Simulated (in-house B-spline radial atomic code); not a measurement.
# Mo¹⁵⁺: ionisation energy by several methods

How far do functionals differ on the ionisation energy of Mo¹⁵⁺? Each run solves Mo¹⁵⁺ and then the next ion ([Ar] 3d8).

Method: scalar-relativistic (X2C), several functionals, spin-polarised; spherical all-electron atom at the radial basis limit. Code: in-house B-spline radial atomic code version 1.

## 1. The atom as given

```
element       : molybdenum (Z = 42)
charge        : +15
electrons     : 27
configuration : [Ar] 3d9
nucleus       : Fermi, rms radius 4.409 fm
```

Outer shells as boxes (Hund's rule):

[Ar] 3d9
```
[Ar] core
3d [↑↓][↑↓][↑↓][↑↓][↑ ]
```

Where spins are not typed, each open shell is filled with up spins first.

## 2. TPSS

The run's settings:

```ini
Z = 42
electrons = 27.0
configuration = [Ar] 3d9
hamiltonian = x2c
method = tpss,tpss
spin_polarised = True
nucleus = fermi
rms_radius = 4.4091
mass_number = 98
atomic_mass = 97.905403609
speed_of_light = 137.035999084
```

The program writes no log. Results of the run, from its result record (rounded, main fields):

```text
{
  "status": "converged",
  "scf [iteration, energy, orbital gradient]": [
    [1, -3960.02451905, 0.0618],
    [2, -3960.02689645, 0.00186],
    [3, -3960.02691447, 0.000621],
    [4, -3960.02691576, 0.000231],
    [5, -3960.02691586, 5.38e-05],
    [6, -3960.02691588, 1.17e-05],
    [7, -3960.02691588, 1.49e-07]
  ],
  "energy [hartree]": {"total": -3960.02691588, "kinetic": 4108.83449795, "nuclear": -9191.1401102, "coulomb": 1235.20856295, "xc": -112.929866578},
  "orbitals [hartree, bohr; first row names the columns]": [
    ["name", "occ", "eps", "<r>", "<r^2>", "<1/r>", "r_max"],
    ["1s up", 1.0, -742.22666, 0.034654, 0.0016314, 44.994, 0.022285],
    ["1s down", 1.0, -742.22669, 0.034654, 0.0016314, 44.994, 0.022285],
    ["2s up", 1.0, -116.58684, 0.15302, 0.027662, 10.083, 0.12933],
    ["2s down", 1.0, -116.53296, 0.15297, 0.027643, 10.087, 0.12931],
    ["2p up", 3.0, -105.67311, 0.13353, 0.021796, 9.5725, 0.10323],
    ["2p down", 3.0, -105.6301, 0.13348, 0.021778, 9.5756, 0.1032],
    ["3s up", 1.0, -30.399328, 0.41997, 0.20158, 3.4937, 0.37954],
    ["3s down", 1.0, -30.315508, 0.42033, 0.20192, 3.4891, 0.37969],
    ["3p up", 3.0, -26.787484, 0.419, 0.20352, 3.295, 0.37206],
    ["3p down", 3.0, -26.70217, 0.41947, 0.20398, 3.2903, 0.37227],
    ["3d up", 5.0, -20.99862, 0.39591, 0.18603, 3.0769, 0.31538],
    ["3d down", 4.0, -20.902853, 0.39666, 0.1868, 3.0724, 0.31576]
  ],
  "sum_r [bohr^k]": {"-1": 222.0163, "1": 8.098223, "2": 3.492629},
  "ionisation_energy [hartree]": 21.8594745
}
```

Run time: 0.37 s. Hardware: 1 thread, shared host.

The run also solves the next ion with the same method; the record keeps the difference, ionisation_energy. Meta-GGA runs start from a PBE run whose iterations are not counted.

## 3. LDA (PW92)

The settings differ from step 2 so:

```diff
@@ -4,3 +4,3 @@
 hamiltonian = x2c
-method = tpss,tpss
+method = lda,pw
 spin_polarised = True
```

Main fields:

```text
{
  "status": "converged",
  "scf [iteration, energy, orbital gradient]": [
    [1, -3909.98809603, 2.35],
    [2, -3945.81266039, 1.18],
    [3, -3954.33025705, 0.36],
    [4, -3955.15507913, 0.0989],
    [5, -3955.207062, 0.0472],
    [6, -3955.22319556, 0.00127],
    [7, -3955.223204, 1.41e-05],
    [8, -3955.223204, 2.7e-07]
  ],
  "energy [hartree]": {"total": -3955.223204, "kinetic": 4102.5049163, "nuclear": -9184.63952284, "coulomb": 1234.97264726, "xc": -108.061244719},
  "orbitals [hartree, bohr; first row names the columns]": [
    ["name", "occ", "eps", "<r>"],
    ["1s up", 1.0, -740.28092, 0.034709],
    ["1s down", 1.0, -740.27937, 0.034709],
    ["2s up", 1.0, -116.30092, 0.15332],
    ["2s down", 1.0, -116.23662, 0.15328],
    ["2p up", 3.0, -105.56644, 0.13363],
    ["2p down", 3.0, -105.51663, 0.13359],
    ["3s up", 1.0, -30.258338, 0.42093],
    ["3s down", 1.0, -30.180266, 0.42126],
    ["3p up", 3.0, -26.71841, 0.41939],
    ["3p down", 3.0, -26.639955, 0.41981],
    ["3d up", 5.0, -21.004379, 0.39557],
    ["3d down", 4.0, -20.916413, 0.39623]
  ],
  "sum_r [bohr^k]": {"-1": 221.8513, "1": 8.100224, "2": 3.49545},
  "ionisation_energy [hartree]": 21.876239
}
```

Wall time 0.2 s (1 thread, shared host).

## 4. M06-L

The settings differ from step 3 so:

```diff
@@ -4,3 +4,3 @@
 hamiltonian = x2c
-method = lda,pw
+method = m06l
 spin_polarised = True
```

Main fields:

```text
{
  "status": "converged",
  "warnings": ["restarted with heavier damping", "states collapsed into the nucleus by a negative tau potential were left out of the aufbau"],
  "scf [iteration, energy, orbital gradient]": [
    [1, -3960.17260264, 0.144],
    [2, -3960.19344737, 0.00291],
    [3, -3960.19345893, 0.00232],
    [4, -3960.19346619, 0.00186],
    [5, -3960.19347077, 0.00148],
    [6, -3960.19347365, 0.00118],
    [7, -3960.19347548, 0.000946],
    [8, -3960.19347663, 0.000756],
    [9, -3960.19347736, 0.000605],
    [10, -3960.19347782, 0.000483],
    [11, -3960.19347811, 0.000387],
    [12, -3960.1934783, 0.000309],
    [13, -3960.19347842, 0.000248],
    [14, -3960.19347849, 0.000198],
    [15, -3960.19347854, 0.000159],
    [16, -3960.19347857, 0.000128],
    [17, -3960.1934786, 1.18e-05],
    [18, -3960.19347863, 3.73e-06],
    [19, -3960.19347863, 1.45e-05],
    [20, -3960.19347863, 7.46e-06],
    [21, -3960.19347863, 4.69e-06],
    [22, -3960.19347863, 2.8e-06],
    [23, -3960.19347855, 2.19e-05],
    [24, -3960.19347863, 3.47e-06],
    [25, -3960.19347863, 3.62e-06],
    [26, -3960.19347863, 2.99e-06],
    [27, -3960.19347863, 3.72e-06],
    [28, -3960.19347863, 4.63e-06],
    [29, -3960.19347863, 4e-06],
    [30, -3960.19347863, 3.76e-06],
    [31, -3960.19347862, 9.99e-06],
    [32, -3960.19347861, 6.94e-06],
    [33, -3960.19347862, 5.02e-06],
    [34, -3960.19347863, 4.3e-06],
    [35, -3960.19347739, 4.28e-05],
    [36, -3960.19347842, 1.73e-05],
    [37, -3960.19347862, 9.05e-06],
    [38, -3960.19347611, 8.83e-05],
    [39, -3960.19347861, 1.09e-05],
    [40, -3960.19347659, 8.08e-05],
    [41, -3960.19347854, 1.74e-05],
    [42, -3960.19347863, 4.62e-06],
    [43, -3960.19347863, 8.69e-06],
    [44, -3960.19347863, 1.04e-05],
    [45, -3960.19347863, 2.2e-05],
    "... 43 more rows left out ..."
  ],
  "energy [hartree]": {"total": -3960.19347863, "kinetic": 4108.97960781, "nuclear": -9191.76268148, "coulomb": 1235.75487343, "xc": -113.165278391},
  "orbitals [hartree, bohr; first row names the columns]": [
    ["name", "occ", "eps", "<r>"],
    ["1s up", 1.0, -742.73121, 0.034673],
    ["1s down", 1.0, -742.73012, 0.034673],
    ["2s up", 1.0, -117.21137, 0.15289],
    ["2s down", 1.0, -117.13392, 0.15283],
    ["2p up", 3.0, -106.13383, 0.13357],
    ["2p down", 3.0, -106.07493, 0.1335],
    ["3s up", 1.0, -30.705633, 0.41845],
    ["3s down", 1.0, -30.599502, 0.41897],
    ["3p up", 3.0, -27.000323, 0.41797],
    ["3p down", 3.0, -26.891816, 0.41865],
    ["3d up", 5.0, -21.10107, 0.39558],
    ["3d down", 4.0, -20.977397, 0.39666]
  ],
  "sum_r [bohr^k]": {"-1": 222.0323, "1": 8.088102, "2": 3.478406},
  "ionisation_energy [hartree]": 21.9226311
}
```

It took 3.5 s on 1 thread, shared host.

## 5. All methods side by side

| method | rung | total energy (hartree) | ΔSCF (eV) | −ε highest (eV) | ΔSCF less tabulated (eV) |
| --- | --- | --- | --- | --- | --- |
| LDA (PW92) | LDA | -3955.2232 | 595.28 | 569.16 (3d down) | +4.28 |
| TPSS | meta-GGA | -3960.0269 | 594.83 | 568.80 (3d down) | +3.83 |
| M06-L | meta-GGA | -3960.1935 | 596.55 | 570.82 (3d down) | +5.55 |

The tabulated ionisation energy is 591 ± 3 eV (tabulated theoretical; NIST Atomic Spectra Database). TPSS comes nearest (+3.83 eV) and M06-L is farthest (+5.55 eV, 0.94 %). All methods miss on the same side by much the same amount, which points to something that they share. Relativistic terms that these runs lack can be as large as the gaps between close methods, so the nearest may be so by luck. Spin-orbit coupling is left out. Open shells are averaged (over orientations, and over spins where the run is restricted), while tables refer to the lowest levels. For the semilocal functionals minus the highest level recovers only 96 % of their own ΔSCF value, a mark of self-interaction.

Members of this set that are not shown: 4 used exact exchange with fractional occupations of an open shell, which is unsound here.

What each method cost (CPU seconds, one thread, shared host; runs marked * also made radial tables):

| method | CPU time | miss (eV) |
| --- | --- | --- |
| LDA (PW92) | 0.2 s | +4.28 |
| TPSS | 0.37 s | +3.83 |
| M06-L | 3.5 s | +5.55 |
